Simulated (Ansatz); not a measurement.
# C₉H₁₂O: basis-set convergence

One table from this session's results is given with a row withheld; the runs are named, their logs left out.

The runs use Ansatz 0.2.0, Gaussian basis; one geometry, several basis sets.

Levels to be run: PBE0-D4/def2-SVP; ωB97M-V/def2-SVP; PBE0-D4/def2-QZVPP; ωB97M-V/def2-QZVPP; the functionals' def2-TZVPP values are taken from earlier runs.

## The relaxed structure

The geometry comes from an earlier relaxation with PBE0-D4 in a triple-zeta def2 set; it is a stationary point, not always the lowest conformer.

SMILES `CC(C)c1cccc(O)c1`, 22 atoms, charge 0, spin multiplicity 1.

Atoms are counted from 1 here; the program's logs count them from 0.

Bond lengths: C1–C2 1.526 Å, C1–H11 1.093 Å, C1–H12 1.092 Å, C1–H13 1.093 Å, C2–C3 1.526 Å, C2–C4 1.510 Å, C2–H14 1.096 Å, C3–H15 1.092 Å, C3–H16 1.093 Å, C3–H17 1.093 Å, C4–C5 1.392 Å, C4–C10 1.389 Å, C5–C6 1.386 Å, C5–H18 1.084 Å, C6–C7 1.385 Å, C6–H19 1.084 Å, C7–C8 1.387 Å, C7–H20 1.083 Å and more. Angles: C2–C1–H11 111.0°, C2–C1–H12 111.3°, C2–C1–H13 110.6°, H11–C1–H12 107.7°, H11–C1–H13 107.7°, H12–C1–H13 108.3°, C1–C2–C3 111.1°, C1–C2–C4 111.5°, C1–C2–H14 107.7°, C3–C2–C4 111.5°, C3–C2–H14 107.7°, C4–C2–H14 107.0°, C2–C3–H15 111.2°, C2–C3–H16 111.0°, C2–C3–H17 110.7°, H15–C3–H16 107.7°, H15–C3–H17 108.3°, H16–C3–H17 107.7° and more.

Set-up of the first run:

in.yaml

```yaml
crystal:
  periodic: [false, false, false]
  atoms:
    - {symbol: C, position_ang: [0.282502, -1.114457, -2.189841]}
    - {symbol: C, position_ang: [0.156892, -1.314734, -0.682690]}
    - {symbol: C, position_ang: [-1.021660, -2.223461, -0.346888]}
    - {symbol: C, position_ang: [0.063748, 0.004110, 0.045798]}
    - {symbol: C, position_ang: [-0.993217, 0.881273, -0.179931]}
    - {symbol: C, position_ang: [-1.057699, 2.086381, 0.501586]}
    - {symbol: C, position_ang: [-0.080875, 2.443847, 1.415423]}
    - {symbol: C, position_ang: [0.975345, 1.574040, 1.645185]}
    - {symbol: O, position_ang: [1.918730, 1.949066, 2.545818]}
    - {symbol: C, position_ang: [1.042595, 0.364591, 0.962966]}
    - {symbol: H, position_ang: [-0.611421, -0.635245, -2.597290]}
    - {symbol: H, position_ang: [1.139314, -0.483479, -2.435246]}
    - {symbol: H, position_ang: [0.406228, -2.074786, -2.697291]}
    - {symbol: H, position_ang: [1.070335, -1.810287, -0.334509]}
    - {symbol: H, position_ang: [-1.099820, -2.388680, 0.729723]}
    - {symbol: H, position_ang: [-1.963631, -1.784385, -0.685540]}
    - {symbol: H, position_ang: [-0.911545, -3.194587, -0.836637]}
    - {symbol: H, position_ang: [-1.770682, 0.624889, -0.890396]}
    - {symbol: H, position_ang: [-1.884967, 2.763208, 0.318972]}
    - {symbol: H, position_ang: [-0.121364, 3.382878, 1.953403]}
    - {symbol: H, position_ang: [2.586662, 1.260643, 2.607657]}
    - {symbol: H, position_ang: [1.874543, -0.310827, 1.149747]}
basis:
  gaussian: {orbitals: def2-SVP}
hamiltonian: {xc: pbe0, dispersion: d4}
output: {orbitals: {seedname: orbitals}}
```

Launch:

```console
> ansatz run in.yaml --threads 4 --pin off --events-out ev --progress --plain --max-ram 46080MiB --backend cpu
```

Steps of the session up to this table: PBE0-D4 in def2-SVP; ωB97M-V in def2-SVP; PBE0-D4 in def2-QZVPP; ωB97M-V in def2-QZVPP.

One of the session's tables, all rows but one given; the rest of the session is left out.

It belongs to the step «Functionals by basis». 

| functional | basis | HOMO (eV) | LUMO (eV) |
| --- | --- | --- | --- |
| PBE0-D4 | def2-SVP | -6.32 | 0.05 |
| PBE0-D4 | def2-TZVPP | -6.39 | -0.10 |
| PBE0-D4 | def2-QZVPP | -6.41 | -0.16 |
| ωB97M-V | def2-SVP | -8.39 | 2.11 |
| ωB97M-V | def2-TZVPP | ? | ? |
| ωB97M-V | def2-QZVPP | -8.49 | 1.67 |

Q: Estimate the row for ωB97M-V, def2-TZVPP from the others.

The run gave: HOMO (eV): -8.47; LUMO (eV): 1.88. In the column «HOMO (eV)» it lies between ωB97M-V, def2-QZVPP (-8.49) and ωB97M-V, def2-SVP (-8.39).
